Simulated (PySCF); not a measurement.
**C3H11NSi3: electronic excitations**

Aim: predict the electronic excitations of C3H11NSi3 (`C[Si@@]([SiH3])(C#N)C[SiH3]`).

The runs use PySCF 2.14.0, with density-fitted response routines of our own; the level of theory stands in each step. All values are computed, except where a source is named. Atoms count from 0, in the outputs and in this text.

**1. Starting geometry**

18 atoms, charge 0, multiplicity 1; geometry from: GFN2-xTB.

Bonds of the start (Å): C0–Si1 1.91, Si1–Si2 2.32, Si1–C3 1.88, C3–N4 1.15, Si1–C5 1.91, C5–Si6 1.90, C0–H7 1.09, C0–H8 1.09, C0–H9 1.09, Si2–H10 1.47, Si2–H11 1.47, Si2–H12 1.46, C5–H13 1.09, C5–H14 1.09, Si6–H15 1.46, Si6–H16 1.47, Si6–H17 1.46.

**2. TDDFT and polarisability: CAM-B3LYP/def2-SVPD**

What the job is given:

```
{"job": {"kind": "uv", "xc": "CAM-B3LYP", "basis": "def2-SVPD", "nstates": 8, "ntriplets": 3}, "charge": 0, "multiplicity": 1}
C      0.053272     0.574288     1.972210
Si    -0.558607     0.492260     0.167793
Si    -2.029010    -1.255164    -0.253260
C     -1.445614     2.130254    -0.090648
N     -2.005232     3.114710    -0.271248
C      0.931370     0.587474    -1.027859
Si     2.160309    -0.858847    -0.919461
H      0.588306    -0.333571     2.236244
H      0.726479     1.411979     2.134941
H     -0.776236     0.681467     2.665839
H     -1.538012    -2.506791     0.332345
H     -2.197557    -1.486279    -1.690562
H     -3.359334    -1.012295     0.309802
H      0.552688     0.642032    -2.049926
H      1.472016     1.520347    -0.860229
H      3.212204    -0.689955    -1.924338
H      1.436270    -2.111613    -1.156418
H      2.767929    -0.893981     0.413120
```

With the program's defaults for keys left out, this is: TDDFT CAM-B3LYP/def2-SVPD, vertical, gas phase, core orbitals frozen in the response.

Run with:

```bash
OMP_NUM_THREADS=1 python probes_run.py task.json out
```

This one command runs all jobs of the session in turn.

Predict these results of the whole session: lowest singlet (CAM-B3LYP/def2-SVPD); brightest single state of those computed; lowest triplet; surface potential, 1st and 99th percentile.

**Answer**, as computed:

| quantity | value |
| --- | --- |
| lowest singlet (CAM-B3LYP/def2-SVPD) | 6.93 eV (179 nm), f = 0.020 |
| brightest single state of those computed | state 7, 7.98 eV, f = 0.088 |
| lowest triplet | 5.89 eV |
| surface potential, 1st and 99th percentile | -1.73 V and 1.37 V |

In words: The first singlet state (HOMO→LUMO 0.41, HOMO→LUMO+1 0.27) lies at 6.93 eV and is weak; of the 8 states computed, the strongest absorption comes from state 7 at 7.98 eV (the last state computed is bright too, and its partners may lie past the list). The lowest triplet lies 1.04 eV below the lowest singlet (triplets in Tamm-Dancoff, singlets in full TDDFT).
